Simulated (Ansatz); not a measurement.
C₂H₅ClSiTe, SMILES ClC1([TeH])C[SiH2]1, a ladder of methods at one geometry

Program: Ansatz 0.2.0 through its Python package.

The cells in order, each with its output:

**Cell 1**
```python
from pathlib import Path

import ansatz
import numpy as np
```

**Cell 2**
```python
config = {
    'basis': 'def2-SVP',
}
```

**Cell 3**
```python
molecule = (
    ansatz.Crystal.molecule()
    .atom('Cl', [-1.9787, -0.4459, 1.016])
    .atom('C', [-0.3406, -0.4014, 0.4419])
    .atom('Te', [1.1491, -1.0766, 1.7839])
    .atom('C', [-0.0601, -0.6873, -0.9957])
    .atom('Si', [0.1376, 1.122, -0.5743])
    .atom('H', [0.7555, 0.1996, 2.9092])
    .atom('H', [0.8252, -1.2508, -1.2199])
    .atom('H', [-1.0243, -0.8799, -1.5737])
    .atom('H', [-0.9498, 1.9329, -1.1114])
    .atom('H', [1.5692, 1.4363, -0.6732])
)
```

**Cell 4**
```python
calculation = molecule.calculation().basis(gaussian=config['basis'])
```

**Cell 5**
```python
print('functional    E (Ha)        dipole (D)   HOMO (eV)  LUMO (eV)')
for name in ['lc_wpbe', 'revpbe', 'b3lyp', 'r2scan0', 'lda', 'pbe0']:
    rep = calculation.functional(name).forces().orbitals().run(runs_dir='runs').report
    lines = Path(rep['orbitals_path']).read_text().splitlines()
    field_of = lambda key: [line.split('=')[1].strip() for line in lines if line.startswith(key)]
    orbitals = [(27.211386 * float(e), s, float(n)) for e, s, n in zip(field_of('Ene='), field_of('Spin='), field_of('Occup='))]
    homo = max(e for e, _, n in orbitals if n > 0.5)
    lumo = min(e for e, _, n in orbitals if n < 0.5)
    dipole = 4.803205 * np.linalg.norm(rep['charge_distribution']['dipole_moment_e_ang'])
    print(f'{name:10s} {rep["free_energy_ev"] / 27.211386246:14.6f} {dipole:9.3f} {homo:11.3f} {lumo:10.3f}')
```
Output:
```text
functional    E (Ha)        dipole (D)   HOMO (eV)  LUMO (eV)
lc_wpbe      -1096.316994     1.839      -8.474      1.084
revpbe       -1096.433540     1.398      -4.907     -1.847
b3lyp        -1096.673205     1.531      -5.738     -1.284
r2scan0      -1096.515024     1.728      -6.149     -1.076
lda          -1092.782576     1.332      -5.067     -2.077
pbe0         -1096.200310     1.613      -5.989     -1.122
```

Reading the output:
- Total energies depend on the basis set; only differences at equal settings carry meaning.
- The geometry is a force-field or estimated start, not a minimum of this method, and the basis set is short of its limit. A lower total doesn't mark the better method: functionals have no common bound, and MP2 and coupled cluster aren't variational.
- def2 sets replace the cores of elements past krypton by effective core potentials.
- b3lyp holds the VWN-RPA fit, as in Gaussian; the form of ORCA and Turbomole is b3lyp5.
- Levels such as HOMO and LUMO are orbital energies: with these approximate functionals they aren't the ionisation energy and electron affinity, and their gap isn't the fundamental gap.
- Run time: 44 s on 1 thread of Arm Neoverse V1 (shared host), peak memory 0.38 GiB.

(Lines on the test bed's own set-up are left out of the output.)
